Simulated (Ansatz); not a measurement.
# TaTe (zincblende): how the settings move a single-point run, part 2 of 2

Question: which choices in the input matter for TaTe (zincblende)?

Ansatz 0.2.0; reference level DFT PBE, scalar-relativistic, plane waves, PAW. Earlier steps stand in the parts before.

### Step 7. Changed: xc revpbe, dispersion d3bjatm

The input, input.yaml:

```yaml
crystal:
  lattice:
    - [0.0, 3.1599278669, 3.1599278669]
    - [3.1599278669, 0.0, 3.1599278669]
    - [3.1599278669, 3.1599278669, 0.0]
  atoms:
    - { symbol: Ta, position: [0.0, 0.0, 0.0], spin: 2.0 }
    - { symbol: Te, position: [0.25, 0.25, 0.25] }
basis:
  ecutwfc: 420
  ecutrho_ratio: 4
kpoints:
  mp_grid: { grid: [10, 10, 10] }
hamiltonian:
  xc: revpbe
  dispersion: d3bjatm
scf:
  occupations: { method: gaussian, width: 0.05 }
output:
  forces: true
  stress: true
  write_density: true
  write_potential: true
  elf: true
  volumetric_format: npy
magnetization:
  spin_polarized: true
```

Launch:

```
> ansatz run input.yaml --threads 2 --pin off --max-ram 2662MiB --backend cpu --events-out ev --progress --plain --runs-dir out
```

Standard output:

```text
Warning: RAYON_NUM_THREADS=2 ignored (pool sized by the plan → 2); use --threads N
Engine: ansatz 0.2.0, aarch64-unknown-linux-gnu
Pseudopotentials: kind: paw
Pseudopotential: Ta, paw, valence charge 13, recommended cutoff 420 eV (normal), Ta.paw.azcp
Pseudopotential: Te, paw, valence charge 16, recommended cutoff 420 eV (normal), Te.paw.azcp
Functional definition: revPBE
  parameter kappa = 1.245
  parameter beta = 0.06672455060314922
  exchange = pbe_x(kappa = kappa, mu = beta*pi^2/3)
  correlation = pbe_c(beta = beta)
Crystal: 2 atoms, lattice volume = 63.105 Å³
Basis set: ecut = 420 eV, 1243 PW (Γ), exchange–correlation on 60×60×60 points (8 copies of the dense FFT grid, shifted against one another)
Bands: 20, of which v1, the nominal top of the filled ones, is band 15 counted from 1 (14 counted from 0)
Symmetry: 24 space group operations
Space group: F-43m (ITA 216), of the structure as read, at distance tolerance 4.0e-5 Å
Magnetic group: BNS 216.74 (UNI 1576), of the structure as read, at distance tolerance 4.0e-5 Å
k-points: 47 of 1000 (time reversal used)
Non-local potential: Ta, projectors of the file, l = 0: 3, l = 1: 2, l = 2: 2, l = 3: 1
Non-local potential: Te, projectors of the file, l = 0: 2, l = 1: 2, l = 2: 2, l = 3: 2
PAW form: soft (Blöchl's): semilocal exchange-correlation on the pseudo side does not see the compensation charge
PAW frozen core: Ta, regenerated for the run's functional, and the local potential with it (the file was generated under x = pbe(κ = 0.804, μ = 0.2195149727645171), c = pbe(β = 0.06672455060314922))
PAW frozen core: Te, regenerated for the run's functional, and the local potential with it (the file was generated under x = pbe(κ = 0.804, μ = 0.2195149727645171), c = pbe(β = 0.06672455060314922))
PAW one-centre angular grid: Ta, 590 points (default); XC on 64 Gauss nodes
PAW one-centre angular grid: Te, 590 points (default); XC on 64 Gauss nodes
Initial density: superposition of atomic densities (chi_scale 0.1, normalization cell)
Starting moments: Σ|m| = 2 μB on 1 of 2 sites
Initial wavefunctions: pseudopotential atomic-orbital guess
Functional: x = revpbe(κ = 1.245, μ = 0.2195149727645171), c = pbe(β = 0.06672455060314922)
iter 1 solved again at ethr=9.43e-4 eV; its pass at ethr=3.10e-3 eV (dr2=2.74e-1 eV) is discarded
SCF iter   1: F=—  HF=-16926.929367 eV  |F-HF|=—  |Δ(HF+E_count)|=         —  Δρ=1.61e-2 (↑1.61e-2 ↓1.35e-2)  dr2=2.76e-1  dr2_m=4.64e-2  M=1.833 μB ∫|m|=1.893 μB  β_m=0.30  ethr=9.43e-4  ⟨swp⟩=1.0  Hψ=12723  notcnv=0
Mixer restart at iter 1: flushing history
preconditioner: auto → Kerker (q_TF=auto, 2.397 Å⁻¹)  [metal: Δε(μ)=0.016 eV  Ē_g=7.590 eV  σ=0.050 eV  W_gap=0.18  n_scr=14 (ndim 8)  ℏωp=15.5 eV  f_vac=0.003  D(μ)=3.94/eV (n_scr^D=50)]
spin=Collinear: Kerker preconditioning applied to the charge; magnetization (m = ρ↑ − ρ↓) channel mixes plain (no charge-response kernel on spin).
SCF iter   2: F=—  HF=-16926.975934 eV  |F-HF|=—  |Δ(HF+E_count)|=   4.66e-2  Δρ=1.25e-2 (↑1.25e-2 ↓1.04e-2)  dr2=1.75e-1  dr2_m=2.57e-2  M=1.883 μB ∫|m|=1.955 μB  β_m=0.65  ethr=9.43e-4  ⟨swp⟩=1.5  Hψ=2099  notcnv=0
SCF iter   3: F=—  HF=-16927.118275 eV  |F-HF|=—  |Δ(HF+E_count)|=         —  Δρ=4.96e-3 (↑4.96e-3 ↓2.32e-3)  dr2=2.82e-2  dr2_m=5.08e-3  M=2.116 μB ∫|m|=2.225 μB  β_m=0.65  ethr=6.04e-4  ⟨swp⟩=2.9  Hψ=3105  notcnv=0
Mixer restart at iter 3: flushing history
SCF iter   4: F=—  HF=-16927.118610 eV  |F-HF|=—  |Δ(HF+E_count)|=   3.35e-4  Δρ=2.79e-3 (↑2.79e-3 ↓1.42e-3)  dr2=1.17e-2  dr2_m=1.44e-3  M=2.158 μB ∫|m|=2.272 μB  β_m=0.82  ethr=9.73e-5  ⟨swp⟩=1.8  Hψ=2664  notcnv=0  defer=4
SCF iter   5: F=—  HF=-16927.119372 eV  |F-HF|=—  |Δ(HF+E_count)|=   7.62e-4  Δρ=5.50e-4 (↑4.80e-4 ↓5.50e-4)  dr2=1.06e-3  dr2_m=3.11e-5  M=2.226 μB ∫|m|=2.349 μB  β_m=0.91  ethr=4.03e-5  ⟨swp⟩=2.0  Hψ=2863  notcnv=0  defer=28
SCF iter   6: F=—  HF=-16927.120402 eV  |F-HF|=—  |Δ(HF+E_count)|=   1.03e-3  Δρ=2.30e-4 (↑2.30e-4 ↓2.10e-4)  dr2=1.07e-4  dr2_m=1.51e-5  M=2.246 μB ∫|m|=2.372 μB  β_m=0.96  ethr=3.65e-6  ⟨swp⟩=2.0  Hψ=2691  notcnv=0  defer=32
SCF iter   7: F=—  HF=-16927.120627 eV  |F-HF|=—  |Δ(HF+E_count)|=   2.25e-4  Δρ=8.94e-5 (↑8.94e-5 ↓6.63e-5)  dr2=1.74e-5  dr2_m=4.83e-7  M=2.256 μB ∫|m|=2.382 μB  β_m=0.94  ethr=3.70e-7  ⟨swp⟩=2.0  Hψ=3176  notcnv=0  defer=43
SCF iter   8: F=—  HF=-16927.120662 eV  |F-HF|=—  |Δ(HF+E_count)|=   3.44e-5  Δρ=4.01e-5 (↑4.01e-5 ↓3.96e-5)  dr2=4.69e-6  dr2_m=1.34e-7  M=2.257 μB ∫|m|=2.383 μB  β_m=0.97  ethr=5.99e-8  ⟨swp⟩=3.0  Hψ=3074  notcnv=0  defer=43
SCF iter   9: F=—  HF=-16927.120668 eV  |F-HF|=—  |Δ(HF+E_count)|=   6.55e-6  Δρ=1.09e-5 (↑1.09e-5 ↓9.04e-6)  dr2=2.54e-7  dr2_m=1.58e-8  M=2.257 μB ∫|m|=2.383 μB  β_m=0.92  ethr=1.62e-8  ⟨swp⟩=2.0  Hψ=2400  notcnv=0  defer=44
SCF iter  10: F=—  HF=-16927.120669 eV  |F-HF|=—  |Δ(HF+E_count)|=   5.14e-7  Δρ=4.46e-6 (↑4.46e-6 ↓3.17e-6)  dr2=2.91e-8  dr2_m=3.34e-9  M=2.257 μB ∫|m|=2.383 μB  β_m=0.96  ethr=8.75e-10  ⟨swp⟩=2.4  Hψ=2871  notcnv=0  defer=44
SCF iter  11: F=-16927.120669 eV  HF=-16927.120669 eV  |F-HF|=1.88e-9  |Δ(HF+E_count)|=   5.65e-8  Δρ=8.66e-7 (↑7.31e-7 ↓8.66e-7)  dr2=3.85e-10  dr2_m=2.74e-10  M=2.257 μB ∫|m|=2.383 μB  ethr=1.00e-10  ⟨swp⟩=7.9  Hψ=10583  notcnv=0
SCF 1 converged in 11 iterations: F = -16927.120669 eV  dr2 = 3.85e-10
the search or the solves at the SCF's close seem to have found levels that the self-consistency loop had missed (the run counts 1). By its estimate they hold under 1e-12 electrons; where the run keeps them, the occupations were computed again with them
SCF converged after 11 iterations
Magnetization: 2.2566 μB (15.6283 up, 13.3717 down)
Absolute magnetization: 2.3849 μB (∫|ρ↑−ρ↓|, with the PAW one-centre terms)
Spin contamination: 0.0169 ħ² per cell (⟨S²⟩ above its minimum at these occupations)
Per-site moments (μB) at R_I (Å): [(1.361029741246946, 1.128838345330481), (-0.03104901778941002, 1.128838345330481)]
Free energy (F): -16927.120669 eV
Harris-Foulkes:  -16927.120669 eV  (|F-HF|=1.88e-9)
Internal energy: -16927.118414 eV  (E = F + TS)
E sigma→0 (E₀):  -16927.119541 eV
Entropy (-TS):   -0.002255 eV (-1.127 meV/atom)
Fermi energy:    10.056609 eV
--- Per-component energies (eV) ---
  E_band       = -478.128544
  E_kinetic    = 547.772267
  E_local      = -2390.881703  (includes V_loc(G=0)·N_el)
  E_nonlocal   = -295.777335
  E_hartree    = 1230.455116
  E_xc         = -341.794391
  E_vxc        = -306.291226  (∫ρ·V_xc dr)
  E_paw        = -13075.414023  (= ΣΔE_a)
  E_vpaw       = -493.860754  (= ΣTr[D̂ρ^β])
  E_aug_tail   = -0.000038  (compensation charges beyond the density's cutoff)
  E_ewald      = -2599.937834
  E_disp       = -1.493381  (pairwise vdW)
  E_core_change = -0.047092  (= ΣΔE_core)
  E_smearing   = -0.002255  (= −TS)
  E_closure    = 0.000000  (closes the sum)
  Σ components = -16927.120669   (vs F -16927.120669, Δ=0.00e0)
--- Forces (eV/Å), atoms counted from 1 ---
  atom   1  Ta     0.00000000    -0.00000000     0.00000000
  atom   2  Te    -0.00000000     0.00000000    -0.00000000
  max |Σ_I F_I| component: 5.32e-17 eV/Å
--- Stress (GPa, compression-positive) ---
       -2.386462       0.000000       0.000000
        0.000000      -2.386462      -0.000000
        0.000000      -0.000000      -2.386462
  P = ⅓ Tr σ = -2.3865 GPa (-23.865 kbar)
--- Band table (eV; the first three rows and the last of 94) ---
  k-point 0 ↑: bands = ["-58.4392", "-27.4365", "-27.4365", "-27.4365", "-27.3926", "-27.3926", "-25.1056", "-25.1056", "-25.1056", "-2.7282", "5.9911", "5.9911", "5.9911", "9.4661", "9.4661", "10.5827", "14.1672", "14.1672", "14.1672", "15.1687"]
  k-point 1 ↑: bands = ["-58.4391", "-27.4360", "-27.4360", "-27.4345", "-27.3927", "-27.3927", "-25.1096", "-25.1064", "-25.1064", "-2.6657", "5.7926", "6.0202", "6.0202", "9.4356", "9.4356", "10.9188", "13.4354", "14.0064", "14.0064", "15.1302"]
  k-point 2 ↑: bands = ["-58.4391", "-27.4346", "-27.4346", "-27.4291", "-27.3927", "-27.3927", "-25.1203", "-25.1084", "-25.1084", "-2.4959", "5.3617", "6.0909", "6.0909", "9.4009", "9.4009", "11.6408", "12.1361", "13.5204", "13.5204", "15.1235"]
  k-point 46 ↓: bands = ["-57.7753", "-27.4326", "-27.4321", "-27.4236", "-27.4078", "-27.4067", "-24.1873", "-24.1687", "-24.1677", "-1.7102", "5.3336", "6.0561", "6.8680", "9.5654", "10.7512", "11.6187", "12.0157", "12.9895", "16.3625", "16.4323"]
```

Run time: 17 s. Hardware: 2 threads of Arm Neoverse N1, shared host; peak memory 0.43 GiB.

Total energies don't compare across a change of functional; the pressure goes from 0.0 to -2.4 GPa and the absolute moment goes from 2.17 to 2.38 μB. The dispersion term changed too.

### Step 8. All runs together

What follows sums up all 2 parts.

```csv
run,ending,energy change,pressure (GPa),gap (eV),abs. moment (μB),force (eV/Å),cycles,time
reference,converged,0,0.0,0.00,2.17,0.00,11,16 s
"1: ecutwfc 200 eV, xc pbesol, mixing.algorithm broyden, mixing.beta 0.1",converged,not comparable,-4.6,0.00,2.15,0.00,26,10 s
"2: dr2_threshold 1.0e-06, mixing.algorithm anderson, mixing.beta 0.5",converged,0.0 meV/atom,0.0,0.00,2.17,0.00,14,21 s
3: xc pbesol,converged,not comparable,-2.9,0.00,2.12,0.00,11,13 s
4: accuracy low,converged,0.0 meV/atom,0.0,0.00,2.17,0.00,11,13 s
"5: xc revpbe, dispersion d3bjatm",converged,not comparable,-2.4,0.00,2.38,0.00,11,17 s
```

Times don't compare one to one where runs were asked for different outputs or read a saved state (see the inputs); cycles may leave out searches for a lower state.

Residual by cycle in the longest SCF loop of each run; runs are numbered as in the table. The quantity is the density residual dr2, in eV.

```csv
cycle,reference,run 1,run 2,run 3,run 4,run 5
1,0.278,0.851,0.298,0.276,0.275,0.276
3,0.0319,0.158,0.0582,0.0252,0.0283,0.0282
6,8.4e-5,0.0229,9.8e-4,6.3e-5,4.0e-5,1.1e-4
8,3.2e-6,0.00765,3.1e-5,8.0e-7,2.7e-6,4.7e-6
10,8.7e-8,8.5e-4,5.2e-6,3.8e-8,5.2e-8,2.9e-8
12,-,3.1e-4,1.4e-7,-,-,-
15,-,3.3e-5,-,-,-,-
17,-,1.9e-6,-,-,-,-
19,-,1.2e-6,-,-,-,-
21,-,1.1e-7,-,-,-,-
24,-,2.2e-8,-,-,-,-
26,-,9.1e-9,-,-,-,-
```

**Reading.** Of the converged runs whose energies compare with the reference's, none moves it noticeably. Run 1 ran under the cutoff that the potentials recommend, as the log warns, so basis error is mixed into its values.
